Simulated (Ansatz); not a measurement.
# Li3O: the cost of one run

Program: Ansatz 0.2.0. Level of theory: DFT PBE, scalar-relativistic, plane waves, PAW. These are calculated values, not measurements.

### Step 1. The starting structure

It takes space group Fdd2 (No. 43, orthorhombic). The conventional cell has a = 4.993 Å, b = 8.446 Å, c = 8.524 Å, α = 90.00°, β = 90.00°, γ = 90.00°. Around Li (site symmetry 1) lie 2 Li at 1.94 to 2.17 Å and 1 O at 2.17 Å. Li (site symmetry 2) has 1 O at 1.94 Å and 2 Li at 2.17 Å as nearest neighbours. O (site symmetry 2) is surrounded by 3 Li at 1.94 to 2.17 Å.

As a file:

```
Li O
1.0
     0.00000    4.22298    4.26204
     2.49654    0.00000    4.26204
     2.49654    4.22298    0.00000
Li O
6 2
Direct
  0.30274 0.69726 0.00000
  0.69726 0.30274 0.00000
  0.25000 0.25000 0.94726
  0.25000 0.25000 0.55274
  0.52263 0.52263 0.47737
  0.77263 0.77263 0.72737
  0.00000 0.00000 0.50000
  0.75000 0.75000 0.25000
```

### Step 2. A loose first relaxation

File input.yaml:

```yaml
crystal:
  lattice:
    - [0.0, 4.2229805104, 4.2620401162]
    - [2.4965365308, 0.0, 4.2620401162]
    - [2.4965365308, 4.2229805104, 0.0]
  atoms:
    - { symbol: Li, position: [0.3027442709, 0.6972557291, 0.0] }
    - { symbol: Li, position: [0.6972557291, 0.3027442709, 0.0] }
    - { symbol: Li, position: [0.25, 0.25, 0.9472557291] }
    - { symbol: Li, position: [0.25, 0.25, 0.5527442709] }
    - { symbol: Li, position: [0.5226320085, 0.5226320085, 0.4773679915] }
    - { symbol: Li, position: [0.7726320085, 0.7726320085, 0.7273679915] }
    - { symbol: O, position: [0.0, 0.0, 0.5] }
    - { symbol: O, position: [0.75, 0.75, 0.25] }
basis:
  ecutwfc: 420
kpoints:
  mp_grid: { grid: [4, 4, 4] }
hamiltonian:
  xc: pbe
scf:
  occupations: { method: gaussian, width: 0.1 }
  lower_state_search: "off"
output:
  forces: true
  stress: true
  eigenvalues: true
relax:
  adjacent_minimum: "off"
  f_tol: 0.04
  max_steps: 70
  cell: { stress_tol: 0.4 }
```

Started as:

```
ansatz run input.yaml --threads 1 --pin off --max-ram 2560MiB --backend cpu --events-out ev --progress --plain --runs-dir out
```

**Question.** How long does this run take on 1 thread of Intel Xeon 6975P-C (Granite Rapids), shared host, and how much memory does it need?

About 83 s, with a peak of 0.38 GiB.
